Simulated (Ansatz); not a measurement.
**CH7FO2SiSn: a ladder of functionals and wavefunction methods**

An exercise on one series of results from a longer session: the logs are not shown, and one member is left open.

Program: Ansatz 0.2.0, Gaussian basis. Level of theory: functionals in def2-TZVPP, the program's frozen cores in correlated methods. These are calculated values, not measurements.

The runs, in order: PBE-D4, r2SCAN-D4, PBE0-D4, B3LYP-D4, ωB97X-V, ωB97M-V, B2PLYP; CCSD(T)/def2-TZVPP; MP2/def2-QZVPP; extrapolation to the limit.

## Structure used throughout

The geometry comes from an earlier relaxation with PBE0-D4 in a triple-zeta def2 set; it is a stationary point, not always the lowest conformer. Sn takes the def2 core potential; no spin-orbit term is included.

13 atoms, charge 0, spin multiplicity 1.

Atoms are counted from 1 here; the program's logs count them from 0.

Bond lengths: C1–O2 1.415 Å, C1–H7 1.095 Å, C1–H8 1.092 Å, C1–H9 1.096 Å, O2–Sn3 1.933 Å, Sn3–F4 1.914 Å, Sn3–O5 1.933 Å, Sn3–H10 1.683 Å, O5–Si6 1.639 Å, Si6–H11 1.489 Å, Si6–H12 1.485 Å, Si6–H13 1.486 Å. Angles: O2–C1–H7 112.0°, O2–C1–H8 107.5°, O2–C1–H9 112.1°, H7–C1–H8 108.3°, H7–C1–H9 108.6°, H8–C1–H9 108.2°, C1–O2–Sn3 120.8°, O2–Sn3–F4 106.3°, O2–Sn3–O5 109.1°, O2–Sn3–H10 112.4°, F4–Sn3–O5 103.1°, F4–Sn3–H10 112.0°, O5–Sn3–H10 113.3°, Sn3–O5–Si6 136.9°, O5–Si6–H11 110.9°, O5–Si6–H12 107.9°, O5–Si6–H13 111.0°, H11–Si6–H12 109.1° and more.

The first run:

in.yaml

```yaml
crystal:
  periodic: [false, false, false]
  atoms:
    - {symbol: C, position_ang: [-0.990083, 0.419053, -1.901217]}
    - {symbol: O, position_ang: [-0.679520, 1.572953, -1.143935]}
    - {symbol: Sn, position_ang: [0.566077, 1.482820, 0.331181]}
    - {symbol: F, position_ang: [2.214153, 0.834068, -0.395347]}
    - {symbol: O, position_ang: [0.025949, 0.063710, 1.527671]}
    - {symbol: Si, position_ang: [0.290434, -1.547889, 1.670414]}
    - {symbol: H, position_ang: [-0.106160, 0.002411, -2.396120]}
    - {symbol: H, position_ang: [-1.707371, 0.714236, -2.670425]}
    - {symbol: H, position_ang: [-1.449237, -0.364544, -1.287848]}
    - {symbol: H, position_ang: [0.757355, 2.966216, 1.102004]}
    - {symbol: H, position_ang: [0.195401, -2.221187, 0.345796]}
    - {symbol: H, position_ang: [-0.750741, -2.102344, 2.572368]}
    - {symbol: H, position_ang: [1.633743, -1.819504, 2.245458]}
basis:
  gaussian: {orbitals: def2-TZVPP}
hamiltonian: {xc: pbe, dispersion: d4}
output: {forces: true, orbitals: {seedname: orbitals}}
```

Command:

```sh
$ ansatz run in.yaml --threads 2 --pin off --events-out ev --progress --plain --max-ram 22528MiB --backend cuda --devices 0, --max-vram 18GiB
```

Steps of the session up to this table: PBE-D4 (GGA); r2SCAN-D4 (meta-GGA); PBE0-D4 (hybrid); B3LYP-D4 (hybrid); ωB97X-V (range-separated); ωB97M-V (range-separated); B2PLYP (double hybrid); CCSD(T) in def2-TZVPP; MP2 in def2-QZVPP.

One of the session's tables, all rows but one given; the rest of the session is left out.

| method | atomisation energy (kJ/mol) |
| --- | --- |
| PBE-D4 | 4484.2 |
| r2SCAN-D4 | 4449.2 |
| PBE0-D4 | 4386.4 |
| B3LYP-D4 | 4427.8 |
| ωB97X-V | 4480.8 |
| ωB97M-V | 4451.5 |
| B2PLYP | 4391.7 |
| HF/def2-TZVPP | 3157.5 |
| MP2/def2-TZVPP | 4416.0 |
| CCSD/def2-TZVPP | 4278.4 |
| CCSD(T)/def2-TZVPP | 4348.6 |
| MP2/CBS | 4561.9 |
| CCSD(T)/CBS | ? |

Estimate the missing values for CCSD(T)/CBS.

As computed: atomisation energy (kJ/mol): 4494.5. In the column «atomisation energy (kJ/mol)» it lies between PBE-D4 (4484.2) and MP2/CBS (4561.9).

Limits of these values: Free atoms (1 C, 2 O, 1 Sn, 1 F, 1 Si, 7 H) were run apart at each level; the atomisation energy is their sum less the molecule, without zero-point or spin-orbit terms.
